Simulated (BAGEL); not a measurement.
# BCNF2 (SMILES N#CB(F)F) at 4 levels

We compute a comparison of 4 runs (B3LYP/6-31G*, B3LYP/6-311+G**, PBE0/6-311+G**, RI-MP2/6-311+G**) of BCNF2. 

The calculation is run with BAGEL 1.2.2.

### Step 1. The system as given

BCNF2: 5 atoms, total charge 0, spin state singlet. As SMILES, `N#CB(F)F`. The coordinates come from a PBE0-D4/def2-TZVP relaxation.

Bond lengths: N1–C2 1.150 Å, C2–B3 1.543 Å, B3–F4 1.306 Å, B3–F5 1.306 Å. Angles: N1–C2–B3 180.0°, C2–B3–F4 119.9°, C2–B3–F5 119.9°, F4–B3–F5 120.2°.

### Step 2. The energy at B3LYP/6-31G(d) (density fitting with qzvpp-jkfit, spherical functions) (run 1)

Contents of calc.json:

```json
{ "bagel" : [

{
  "title" : "molecule",
  "basis" : "6-31gs.json",
  "df_basis" : "qzvpp-jkfit",
  "angstrom" : true,
  "geometry" : [
    { "atom" : "N", "xyz" : [   -0.715100,    1.789700,    0.801000 ] },
    { "atom" : "C", "xyz" : [   -0.319400,    0.804800,    0.359300 ] },
    { "atom" : "B", "xyz" : [    0.212000,   -0.517400,   -0.233800 ] },
    { "atom" : "F", "xyz" : [    1.451200,   -0.872800,   -0.026200 ] },
    { "atom" : "F", "xyz" : [   -0.578700,   -1.277900,   -0.941900 ] }
  ]
},
{
  "title" : "ks",
  "xc_func" : "b3lyp"
},
{
  "title" : "print",
  "file" : "orbitals.molden",
  "orbitals" : true
}

]}
```

The basis set 6-31G* is read from a file made from the Basis Set Exchange's data (not shown).

The run is started by

```bash
$ BAGEL_NUM_THREADS=1 BAGEL calc.json > calc.out
```

The program printed:

```text
* using 1 threads per process

  ===============================================================
  ===============================================================

  *** Geometry ***

  { "atom" : "N", "xyz" : [     -1.351343,      3.382043,      1.513671 ] },
  { "atom" : "C", "xyz" : [     -0.603579,      1.520852,      0.678979 ] },
  { "atom" : "B", "xyz" : [      0.400622,     -0.977744,     -0.441818 ] },
  { "atom" : "F", "xyz" : [      2.742371,     -1.649353,     -0.049511 ] },
  { "atom" : "F", "xyz" : [     -1.093585,     -2.414881,     -1.779933 ] },

  Number of auxiliary basis functions:      381

  Since a DF basis is specified, we compute 2- and 3-index integrals:
    o Being stored without compression. Storage requirement is 0.015 GB

  Number of basis functions:       70
  Number of electrons      :       36

    * METHOD: MOLECULE                             0.13

  *** Kohn-Sham DFT ***

    * Removing 8187 points whose weight is below 1.00e-10
    * Grid points: 66343

  === Nuclear Repulsion ===
   133.9340548209

       - DIIS with orbital gradients will be used.

  === KS iteration (b3lyp / 6-31gs.json) ===
      0       -287.63412040          0.13158998           0.19
      1       -188.31277692          0.25596245           0.19
      2       -263.93955019          0.18288398           0.19
      3       -308.41095956          0.15999786           0.19
      4       -315.10966328          0.07956441           0.19
      5       -317.19627380          0.03145140           0.19
      6       -317.23638518          0.02722362           0.19
      7       -317.40816923          0.01621350           0.19
      8       -317.46645229          0.00952361           0.19
      9       -317.49043672          0.00232387           0.19
     10       -317.49195270          0.00042847           0.19
     11       -317.49200739          0.00007385           0.19
     12       -317.49200904          0.00001232           0.18
     13       -317.49200907          0.00000729           0.19
     14       -317.49200909          0.00000128           0.19
     15       -317.49200909          0.00000023           0.19
     16       -317.49200909          0.00000021           0.19
     17       -317.49200909          0.00000004           0.19
     18       -317.49200909          0.00000001           0.19
     19       -317.49200909          0.00000001           0.19
    * SCF iteration converged.

    * Permanent dipole moment:
           (   -0.253885,     0.631932,     0.283454) a.u.

    * METHOD: KS                                   4.01

    * METHOD: PRINT                                0.01

  ===============================================================
```

Run time: 4.5 s. Hardware: 1 thread of Arm Neoverse V1, shared host; peak memory 0.24 GiB.

### Step 3. A single-point energy at B3LYP/6-311+G(d,p) (density fitting with qzvpp-jkfit) (run 2)

Contents of dft.json:

```json
{ "bagel" : [

{
  "title" : "molecule",
  "basis" : "6-311+gss.json",
  "df_basis" : "qzvpp-jkfit",
  "angstrom" : true,
  "geometry" : [
    { "atom" : "N", "xyz" : [      -0.715100,       1.789700,       0.801000 ] },
    { "atom" : "C", "xyz" : [      -0.319400,       0.804800,       0.359300 ] },
    { "atom" : "B", "xyz" : [       0.212000,      -0.517400,      -0.233800 ] },
    { "atom" : "F", "xyz" : [       1.451200,      -0.872800,      -0.026200 ] },
    { "atom" : "F", "xyz" : [      -0.578700,      -1.277900,      -0.941900 ] }
  ]
},

{
  "title" : "ks",
  "xc_func" : "b3lyp"
},

{
  "title" : "print",
  "file" : "orbitals.molden",
  "orbitals" : true
}

]}
```

The basis set 6-311+G** is read from a file made from the Basis Set Exchange's data (not shown).

The run is started by

```bash
$ BAGEL_NUM_THREADS=1 BAGEL dft.json > dft.out
```

The program printed:

```text
* using 1 threads per process

  ===============================================================
  ===============================================================

  *** Geometry ***

  { "atom" : "N", "xyz" : [     -1.351343,      3.382043,      1.513671 ] },
  { "atom" : "C", "xyz" : [     -0.603579,      1.520852,      0.678979 ] },
  { "atom" : "B", "xyz" : [      0.400622,     -0.977744,     -0.441818 ] },
  { "atom" : "F", "xyz" : [      2.742371,     -1.649353,     -0.049511 ] },
  { "atom" : "F", "xyz" : [     -1.093585,     -2.414881,     -1.779933 ] },

  Number of auxiliary basis functions:      381

  Since a DF basis is specified, we compute 2- and 3-index integrals:
    o Being stored without compression. Storage requirement is 0.037 GB

  Number of basis functions:      110
  Number of electrons      :       36

    * METHOD: MOLECULE                             0.18

  *** Kohn-Sham DFT ***

    * Removing 8187 points whose weight is below 1.00e-10
    * Grid points: 66343

  === Nuclear Repulsion ===
   133.9340548209

       - DIIS with orbital gradients will be used.

  === KS iteration (b3lyp / 6-311+gss.json) ===
      0       -265.01203852          0.24305998           0.33
      1       -211.12820362          0.19692348           0.31
      2       -258.81262896          0.20597927           0.32
      3       -293.90050186          0.12927324           0.31
      4       -316.16945365          0.06410048           0.31
      5       -316.26514762          0.06470668           0.31
      6       -317.45122176          0.02291770           0.30
      7       -317.51816283          0.01614862           0.31
      8       -317.58567934          0.00640376           0.30
      9       -317.59750696          0.00160714           0.30
     10       -317.59831633          0.00024324           0.30
     11       -317.59833363          0.00002667           0.29
     12       -317.59833385          0.00000243           0.30
     13       -317.59833385          0.00000190           0.29
     14       -317.59833385          0.00000065           0.30
     15       -317.59833385          0.00000028           0.29
     16       -317.59833385          0.00000003           0.31
     17       -317.59833385          0.00000001           0.30
     18       -317.59833385          0.00000001           0.30
    * SCF iteration converged.

    * Permanent dipole moment:
           (   -0.241480,     0.601082,     0.269621) a.u.

    * METHOD: KS                                   6.12

    * METHOD: PRINT                                0.03

  ===============================================================
```

Run time: 6.6 s. Hardware: 1 thread of Arm Neoverse V1, shared host; peak memory 0.35 GiB.

Run 3 isn't shown in full; the table further down has it.

### Step 4. The energy at RI-MP2/6-311+G(d,p) (density fitting with qzvpp-jkfit) (run 4)

Contents of job.json:

```json
{ "bagel": [

{
  "title": "molecule",
  "basis": "6-311+gss.json",
  "df_basis": "qzvpp-jkfit",
  "angstrom": true,
  "geometry": [
    { "atom": "N", "xyz": [      -0.715100,       1.789700,       0.801000 ] },
    { "atom": "C", "xyz": [      -0.319400,       0.804800,       0.359300 ] },
    { "atom": "B", "xyz": [       0.212000,      -0.517400,      -0.233800 ] },
    { "atom": "F", "xyz": [       1.451200,      -0.872800,      -0.026200 ] },
    { "atom": "F", "xyz": [      -0.578700,      -1.277900,      -0.941900 ] }
  ]
},

{ "title": "hf" },

{ "title": "mp2", "ncore": 5 }

]}
```

The basis set 6-311+G** is read from a file made from the Basis Set Exchange's data (not shown).

The run is started by

```bash
$ BAGEL_NUM_THREADS=1 BAGEL job.json > job.out
```

The program printed:

```text
* using 1 threads per process

  ===============================================================
  ===============================================================

  *** Geometry ***

  { "atom" : "N", "xyz" : [     -1.351343,      3.382043,      1.513671 ] },
  { "atom" : "C", "xyz" : [     -0.603579,      1.520852,      0.678979 ] },
  { "atom" : "B", "xyz" : [      0.400622,     -0.977744,     -0.441818 ] },
  { "atom" : "F", "xyz" : [      2.742371,     -1.649353,     -0.049511 ] },
  { "atom" : "F", "xyz" : [     -1.093585,     -2.414881,     -1.779933 ] },

  Number of auxiliary basis functions:      381

  Since a DF basis is specified, we compute 2- and 3-index integrals:
    o Being stored without compression. Storage requirement is 0.037 GB

  Number of basis functions:      110
  Number of electrons      :       36

    * METHOD: MOLECULE                             0.18

  *** RHF ***

  === Nuclear Repulsion ===
   133.9340548209

      * DIIS with orbital gradients will be used.

  === RHF iteration (6-311+gss.json) ===
      0       -315.63606047          0.03711512           0.06
      1       -315.81626398          0.03066403           0.06
      2       -316.08471634          0.00336125           0.06
      3       -316.08833897          0.00141992           0.07
      4       -316.08916574          0.00025170           0.06
      5       -316.08920588          0.00009276           0.06
      6       -316.08921490          0.00004840           0.06
      7       -316.08921865          0.00002075           0.06
      8       -316.08921940          0.00000980           0.06
      9       -316.08921953          0.00000599           0.06
     10       -316.08921956          0.00000195           0.06
     11       -316.08921956          0.00000054           0.06
     12       -316.08921956          0.00000014           0.06
     13       -316.08921956          0.00000005           0.06
     14       -316.08921956          0.00000001           0.06
     15       -316.08921956          0.00000001           0.06
    * SCF iteration converged.

    * Permanent dipole moment:
           (   -0.236903,     0.589694,     0.264518) a.u.

    * METHOD: HF                                   1.17

  *** RHF ***

  === Nuclear Repulsion ===
   133.9340548209

      * DIIS with orbital gradients will be used.

  === RHF iteration (6-311+gss.json) ===
      0       -316.08921956          0.00000001           0.06
    * SCF iteration converged.

    * Permanent dipole moment:
           (   -0.236903,     0.589695,     0.264519) a.u.

  === DF-MP2 calculation ===

    * freezing 5 orbitals
    * 3-index integral transformation done
    * assembly done

      MP2 correlation energy:   -0.7821020901      0.07

      MP2 total energy:       -316.8713216470

    * METHOD: MP2                                  0.21

  ===============================================================
```

Run time: 1.7 s. Hardware: 1 thread of Arm Neoverse V1, shared host; peak memory 0.12 GiB.

### Step 5. Overview of the runs

```
run                                                                 level  frozen core orbitals  energy (Eh)  dipole moment (D)  HOMO energy (eV)  LUMO energy (eV)  wall time
  1  B3LYP/6-31G* (density fitting with qzvpp-jkfit, spherical functions)                     –  -317.492009               1.87            -10.05             -2.10      4.5 s
  2                    B3LYP/6-311+G** (density fitting with qzvpp-jkfit)                     –  -317.598334               1.78            -10.52             -2.69      6.6 s
  3                     PBE0/6-311+G** (density fitting with qzvpp-jkfit)                     –  -317.254906               1.78            -10.80             -2.44      6.3 s
  4                   RI-MP2/6-311+G** (density fitting with qzvpp-jkfit)                     5  -316.871322                  –                 –                 –      1.7 s
```

### Step 6. What came out

```
                                          quantity          value
                               run 4: total energy  -316.87132 Eh
run 4: correlation energy (5 core orbitals frozen)     -782.1 mEh
```

**Reading.** Over runs 1, 2, 3 the dipole moment (its size) runs from 1.78 D (PBE0/6-311+G**) to 1.87 D (B3LYP/6-31G*). The two ends differ in method and basis. Over runs 1, 2, 3 the HOMO–LUMO gap runs from 7.83 eV (B3LYP/6-311+G**) to 8.36 eV (PBE0/6-311+G**). Totals of different functionals can't be ranked against each other. All runs together took 19 s, the longest 6.6 s.
